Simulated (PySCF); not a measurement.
**[La3]−: other functionals and bases at one geometry**

How far do other levels of theory move the description of [La3]−, and what does each cost? It is a constructed species; whether it can be made isn't addressed.

Program: PySCF 2.14.0. Level of theory: several levels, as the steps say, no spin–orbit coupling. These are calculated values, not measurements.

3 further runs of the same task are left out: 2 for a known fault of the program, 1 that didn't finish.

### 1 The system as given

3 atoms, charge -1, spin multiplicity 3.

Bond lengths: La1–La2 3.202 Å, La1–La3 3.479 Å, La2–La3 3.166 Å. Angles: La2–La1–La3 56.4°, La1–La2–La3 66.2°, La1–La3–La2 57.4°.

Geometry (Å):

```xyz
3
La3
La    1.96129    0.09271    0.00000
La   -0.89815    1.53459    0.00000
La   -1.06314   -1.62730    0.00000
```

An earlier session relaxed this geometry at r2SCAN, La def2-SVP with ECP46 (triplet, point group Cs).

At r2SCAN on the finer grid: E = -94.648217 Eh, HOMO 0.31 eV, LUMO 0.89 eV (over both spins), ⟨S²⟩ = 3.506, Mulliken charge on La1 -0.43 e, largest force component 0.009 eV/Å. The state is spin-contaminated. The highest filled level lies above zero; it isn't the detachment energy.

Levels to run: wB97X; TPSS; HF; PBE0; r2SCAN, TZVP. Hardware: 2 threads of Arm Neoverse V2, shared host.

### 2 wB97X

Contents of run.py (the lines that set the calculation):

```python
mol = gto.M(atom='''
La     1.96129     0.09271     0.00000
La    -0.89815     1.53459     0.00000
La    -1.06314    -1.62730     0.00000''',
    basis={'La': 'def2-SVP'},
    ecp={'La': 'def2-SVP'},
    charge=-1, spin=2)
mf = dft.UKS(mol, xc='WB97X')
mf.grids.atom_grid = (75, 302)  # f atoms: unpruned, at least (60, 302)
mf = mf.density_fit()  # fitting sets: La def2-universal-JKFIT
mf.conv_tol = 1e-08; mf.max_cycle = 55
mf.kernel(dm0)  # dm0: the density of the relaxed state
```

Command:

```sh
$ OMP_NUM_THREADS=2 python run.py
```

### 3 TPSS

Edit run.py (the lines that set the calculation) of step 2 so:

```diff
@@ -7,3 +7,3 @@
     charge=-1, spin=2)
-mf = dft.UKS(mol, xc='WB97X')
+mf = dft.UKS(mol, xc='TPSS')
 mf.grids.atom_grid = (75, 302)  # f atoms: unpruned, at least (60, 302)
```

### 4 HF

Edit run.py (the lines that set the calculation) of step 3 so:

```diff
@@ -7,4 +7,3 @@
     charge=-1, spin=2)
-mf = dft.UKS(mol, xc='TPSS')
-mf.grids.atom_grid = (75, 302)  # f atoms: unpruned, at least (60, 302)
+mf = scf.UHF(mol)
 mf = mf.density_fit()  # fitting sets: La def2-universal-JKFIT
```

### 5 PBE0

Edit run.py (the lines that set the calculation) of step 4 so:

```diff
@@ -7,3 +7,4 @@
     charge=-1, spin=2)
-mf = scf.UHF(mol)
+mf = dft.UKS(mol, xc='PBE0')
+mf.grids.atom_grid = (75, 302)  # f atoms: unpruned, at least (60, 302)
 mf = mf.density_fit()  # fitting sets: La def2-universal-JKFIT
```

### 6 r2SCAN, TZVP

Basis: La def2-TZVP with ECP46. 

Contents of run.py (the lines that set the calculation):

```python
mol = gto.M(atom='''
La     1.96129     0.09271     0.00000
La    -0.89815     1.53459     0.00000
La    -1.06314    -1.62730     0.00000''',
    basis={'La': 'def2-TZVP'},
    ecp={'La': 'def2-TZVP'},
    charge=-1, spin=2)
mf = dft.UKS(mol, xc='R2SCAN')
mf.grids.atom_grid = (75, 302)  # f atoms: unpruned, at least (60, 302)
mf = mf.density_fit()  # fitting sets: La def2-universal-JKFIT
mf.conv_tol = 1e-08; mf.max_cycle = 55
mf.kernel(dm0)  # dm0: free metal ions and neutral atoms
```

Before running it: what results should come out? Wanted: for each run, HOMO; gap; charge on La1; dipole; largest force component.

As calculated:

| level | state | HOMO (eV) | gap (eV) | charge on La1 (e) | dipole (D) | largest force component (eV/Å) | basis functions | time |
| --- | --- | --- | --- | --- | --- | --- | --- | --- |
| r2SCAN (relaxed here) | triplet | 0.31 | 0.57 | -0.43 | 2.18 | 0.01 | 96 | 49 s |
| wB97X | triplet | -1.00 | 2.61 | -0.32 | 1.05 | 0.39 | 96 | 15 s |
| TPSS | triplet | 0.52 | 0.31 | -0.37 | 1.99 | 0.18 | 96 | 76 s |
| HF | triplet | -1.27 | 4.16 | 0.08 | 3.80 | 1.61 | 96 | 15 s |
| PBE0 | triplet | 0.02 | 1.29 | -0.34 | 1.67 | 0.16 | 96 | 9.2 s |
| r2SCAN, TZVP | triplet | 0.33 | 0.52 | -0.38 | 1.16 | 0.22 | 120 | 29 s |

Times are on 2 threads of Arm Neoverse V2, shared host; the first row also made further properties. The dipole of a charged species depends on the origin, so these sizes hold for this origin alone.

In one basis the HOMO–LUMO gap runs from 0.31 eV (TPSS) to 4.16 eV (HF). The largest leftover force, 1.61 eV/Å with HF, stands at a geometry relaxed at another level. The Mulliken charge on La spans -0.43 to +0.08 e over the levels. Total energies of different levels can't be compared. Spin–orbit coupling is left out throughout.
